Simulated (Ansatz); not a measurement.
Task: energies of removing a hydrogen of CH6ClFSi2, SMILES C[Si](F)([SiH3])Cl, with Ansatz 0.2.0, Python API. Give the script and its output. Use (for the species named): r2scan0, 6-31G* basis, multiplicity 1.

| atom | x (Å) | y (Å) | z (Å) |
| --- | --- | --- | --- |
| C | -0.0659 | -0.5065 | 1.6257 |
| Si | 0.8139 | 0.0906 | 0.1180 |
| F | 1.9486 | -0.9734 | -0.1823 |
| Si | -0.5464 | 0.2633 | -1.6804 |
| Cl | 1.6897 | 1.9022 | 0.5025 |
| H | 0.5487 | -0.5339 | 2.4789 |
| H | -0.8830 | 0.2448 | 1.8815 |
| H | -0.5378 | -1.4239 | 1.4476 |
| H | -1.7060 | 1.2439 | -1.3473 |
| H | 0.0813 | 0.6958 | -2.8914 |
| H | -1.2779 | -1.0598 | -1.9323 |

Script `bde_ch6clfsi2.py`:
```python
"""Cost of removing each kind of hydrogen from CH6ClFSi2, fragments frozen."""

import logging
import sys

import ansatz as az

logging.basicConfig(stream=sys.stdout, format="%(name)s: %(message)s")
logger = logging.getLogger("ansatz_job")
logger.setLevel(logging.INFO)


def energy_of(molecule, charge=0, unpaired=0):
    calc = (
        molecule.calculation()
        .basis(gaussian="6-31G*")
        .functional("r2scan0")
        .scf(lower_state_search="standard")
    )
    if charge:
        calc = calc.charge(charge)
    if unpaired:
        calc = calc.spin("collinear", total=unpaired)
    return calc.run(threads=1).report["free_energy_ev"]

def without(molecule, index):
    rest = az.Crystal.molecule()
    for i, site in enumerate(molecule.cartesian_sites):
        if i != index:
            rest = rest.atom(site.symbol, site.position_ang)
    return rest

geometry_ang = [
    ("C", (-0.0659, -0.5065, 1.6257)),
    ("Si", (0.8139, 0.0906, 0.118)),
    ("F", (1.9486, -0.9734, -0.1823)),
    ("Si", (-0.5464, 0.2633, -1.6804)),
    ("Cl", (1.6897, 1.9022, 0.5025)),
    ("H", (0.5487, -0.5339, 2.4789)),
    ("H", (-0.883, 0.2448, 1.8815)),
    ("H", (-0.5378, -1.4239, 1.4476)),
    ("H", (-1.706, 1.2439, -1.3473)),
    ("H", (0.0813, 0.6958, -2.8914)),
    ("H", (-1.2779, -1.0598, -1.9323)),
]
mol = az.Crystal.molecule()
for symbol, xyz in geometry_ang:
    mol = mol.atom(symbol, xyz)

whole = energy_of(mol, 0)
hydrogen = energy_of(az.Crystal.molecule().atom("H", (0, 0, 0)), 0, 1)
logger.info(f"E(molecule) = {whole:.5f} eV, E(H) = {hydrogen:.5f} eV")
for index in [7, 10]:
    radical = energy_of(without(mol, index), 0, 1)
    logger.info(f"H{index}: homolysis {(radical + hydrogen - whole):.3f} eV")
    anion = energy_of(without(mol, index), -1)
    logger.info(f"H{index}: loss of a proton {(anion - whole):.3f} eV")
```

```console
$ python bde_ch6clfsi2.py
ansatz_job: E(molecule) = -32126.56265 eV, E(H) = -13.55743 eV
ansatz_job: H7: homolysis 4.900 eV
ansatz_job: H7: loss of a proton 17.376 eV
ansatz_job: H10: homolysis 3.822 eV
ansatz_job: H10: loss of a proton 16.197 eV
```

Reading the output:
- These settings explore the input space; basis and method may be short of convergence.
- The geometry is a force-field or estimated start, not a minimum of this method, and the basis set is short of its limit. All parts are taken at fixed geometry, without zero-point energy.
- Anions want diffuse functions, which this basis lacks.
- Hardware and time: 27 s on 1 thread of Intel(R) Xeon(R) 6975P-C (Granite Rapids), on a shared host, peak memory 0.42 GiB.

(Lines on the test bed's own set-up are left out of the output.)
